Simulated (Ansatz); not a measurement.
# KCl: up Jacob's ladder to CCSD(T)

The task here is to estimate one member of a computed series from the others.

Computed with Ansatz 0.2.0, Gaussian basis. Level: functionals in def2-TZVPP, the program's frozen cores in correlated methods.

Plan: LDA (SPW92), PBE-D4, revPBE-D4, BLYP-D4, r2SCAN-D4, B97M-V, PBE0-D4, B3LYP-D4, r2SCANh-D4, r2SCAN0-D4, HSE06-D4, BHLYP-D4, CAM-B3LYP-D4, LC-ωPBE, ωB97X-V, ωB97M-V, B2PLYP, PBE-QIDH; CCSD(T)/def2-SVP; CCSD(T)/def2-TZVPP; CCSD(T)/def2-QZVPP; extrapolation to the limit; RPA on PBE.

### The geometry

The geometry comes from an earlier relaxation with PBE0-D4 in a triple-zeta def2 set; it is a stationary point.

SMILES `[Cl][K]`, 2 atoms, charge 0, spin multiplicity 1.

Atoms are counted from 1 here; the program's logs count them from 0.

Bond lengths: Cl1–K2 2.684 Å.

As a file:

```xyz
2
charge 0, multiplicity 1
Cl    1.1572   -0.4356    0.5777
K    -1.1277    0.3754   -0.5737
```

The first run:

Contents of in.yaml:

```yaml
crystal:
  periodic: [false, false, false]
  atoms:
    - {symbol: Cl, position_ang: [1.157211, -0.435628, 0.577697]}
    - {symbol: K, position_ang: [-1.127711, 0.375428, -0.573697]}
basis:
  gaussian: {orbitals: def2-TZVPP}
hamiltonian: {xc: lda}
output: {orbitals: {seedname: orbitals}}
```

Launch:

```bash
> ansatz run in.yaml --threads 2 --pin off --events-out ev --progress --plain --max-ram 32768MiB --backend cpu
```

Steps of the session up to this table: LDA; PBE-D4 (GGA); revPBE-D4 (GGA); BLYP-D4 (GGA); r2SCAN-D4 (meta-GGA); B97M-V (meta-GGA); B3LYP-D4 (hybrid); r2SCANh-D4 (hybrid); r2SCAN0-D4 (hybrid); HSE06-D4 (hybrid); BHLYP-D4 (hybrid); CAM-B3LYP-D4 (range-separated); LC-ωPBE (range-separated); ωB97X-V (range-separated); ωB97M-V (range-separated); B2PLYP (double hybrid); PBE-QIDH (double hybrid).

One table of the session follows, with a row left open; its other results are not shown here.

It belongs to the step «Orbital energies across the functionals». 

| functional | HOMO (eV) | LUMO (eV) | gap (eV) |
| --- | --- | --- | --- |
| LDA (SPW92) | -4.87 | -1.77 | 3.10 |
| PBE-D4 | -4.70 | -1.83 | 2.87 |
| revPBE-D4 | -4.64 | -1.91 | 2.73 |
| BLYP-D4 | -4.57 | -1.90 | 2.67 |
| r2SCAN-D4 | -4.94 | -1.09 | 3.85 |
| B97M-V | -4.99 | -1.63 | 3.36 |
| PBE0-D4 | -5.97 | -1.32 | 4.65 |
| B3LYP-D4 | -5.73 | -1.61 | 4.12 |
| r2SCANh-D4 | -5.43 | -1.00 | 4.42 |
| r2SCAN0-D4 | -6.16 | -0.88 | 5.28 |
| HSE06-D4 | -5.57 | -1.60 | 3.97 |
| BHLYP-D4 | ? | ? | ? |
| CAM-B3LYP-D4 | -7.34 | -0.94 | 6.40 |
| LC-ωPBE | -8.73 | -0.23 | 8.49 |
| ωB97X-V | -8.36 | -0.20 | 8.16 |
| ωB97M-V | -8.25 | -0.80 | 7.45 |

Estimate the missing values for BHLYP-D4.

Worked estimate for «HOMO (eV)». Against the share of exact exchange, BLYP-D4 (0, -4.57), B3LYP-D4 (0.2, -5.73) give a slope of -5.80 per unit share; at 0.5 the line stands at -7.47.

**Answer.** HOMO (eV): -7.15; LUMO (eV): -1.08; gap (eV): 6.07. In «HOMO (eV)» the line misses by -0.32.
